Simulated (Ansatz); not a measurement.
# Be2ZnO3: the cost of one run

Method: DFT PBE, scalar-relativistic, plane waves, PAW, unless a step names another level, in Ansatz 0.2.0.

### 1 The structure to begin with

Symmetry: Cmc2_1, No. 36, orthorhombic system. The conventional cell has a = 8.720 Å, b = 5.012 Å, c = 4.634 Å, α = 90.00°, β = 90.00°, γ = 90.00°. Be (site symmetry 1) has 4 O at 1.66 to 1.68 Å as nearest neighbours. Zn (site symmetry m) is surrounded by 4 O at 1.99 to 2.02 Å. O (site symmetry 1) is surrounded by 3 Be at 1.66 to 1.68 Å and 1 Zn at 1.99 Å. Around O (site symmetry m) lie 2 Be at 1.67 Å and 2 Zn at 2.01 to 2.02 Å.

Coordinates:

```cif
data_structure
_symmetry_space_group_name_H-M 'P 1'
_symmetry_Int_Tables_number 1
_cell_length_a 5.0289
_cell_length_b 5.0289
_cell_length_c 4.6336
_cell_angle_alpha 90.000
_cell_angle_beta 90.000
_cell_angle_gamma 59.775
_cell_volume 101.25
loop_
_atom_site_label
_atom_site_type_symbol
_atom_site_fract_x
_atom_site_fract_y
_atom_site_fract_z
_atom_site_occupancy
Be1 Be 0.51373 0.83389 0.50494 1
Be2 Be 0.83389 0.51373 0.00494 1
Be3 Be 0.16611 0.48627 0.50494 1
Be4 Be 0.48627 0.16611 0.00494 1
Zn1 Zn 0.18000 0.82000 0.99559 1
Zn2 Zn 0.82000 0.18000 0.49559 1
O1 O 0.54856 0.83575 0.86468 1
O2 O 0.16425 0.45144 0.86468 1
O3 O 0.78386 0.21614 0.92947 1
O4 O 0.83575 0.54856 0.36468 1
O5 O 0.45144 0.16425 0.36468 1
O6 O 0.21614 0.78386 0.42947 1
```

It came out lowest among 25 distinct ends of the trial cells. At a tolerance of 0.02 Å it has space group Cmc2_1 (No. 36).

### 2 Tight relaxation for the response runs, on the response runs' mesh and smearing

input.yaml

```yaml
crystal:
  lattice:
    - [4.3601173525, -2.5059014256, 0.0]
    - [4.3601173525, 2.5059014256, 0.0]
    - [0.0, 0.0, 4.6335548003]
  atoms:
    - { symbol: Be, position: [0.5137256479, 0.8338879591, 0.5049428498] }
    - { symbol: Be, position: [0.8338879591, 0.5137256479, 0.0049428498] }
    - { symbol: Be, position: [0.1661120409, 0.4862743521, 0.5049428498] }
    - { symbol: Be, position: [0.4862743521, 0.1661120409, 0.0049428498] }
    - { symbol: Zn, position: [0.1800035692, 0.8199964308, 0.9955856923] }
    - { symbol: Zn, position: [0.8199964308, 0.1800035692, 0.4955856923] }
    - { symbol: O, position: [0.5485638707, 0.8357532637, 0.8646795506] }
    - { symbol: O, position: [0.1642467363, 0.4514361293, 0.8646795506] }
    - { symbol: O, position: [0.7838637824, 0.2161362176, 0.9294695068] }
    - { symbol: O, position: [0.8357532637, 0.5485638707, 0.3646795506] }
    - { symbol: O, position: [0.4514361293, 0.1642467363, 0.3646795506] }
    - { symbol: O, position: [0.2161362176, 0.7838637824, 0.4294695068] }
basis:
  ecutwfc: 420
kpoints:
  mp_grid: { grid: [6, 6, 6] }
hamiltonian:
  xc: pbe
scf:
  occupations: { method: fixed }
output:
  forces: true
  stress: true
  eigenvalues: true
relax:
  adjacent_minimum: "off"
  f_tol: 0.001
  max_steps: 60
  cell: { stress_tol: 0.01 }
```

Run with:

```
ansatz run input.yaml --threads 3 --pin off --max-ram 7680MiB --backend cpu --events-out ev --progress --plain --runs-dir out
```

**Question.** How long does this run take on 3 threads of Intel Xeon Platinum 8488C (Sapphire Rapids), shared host, and how much memory does it need?

About 50 s, with a peak of 0.55 GiB.
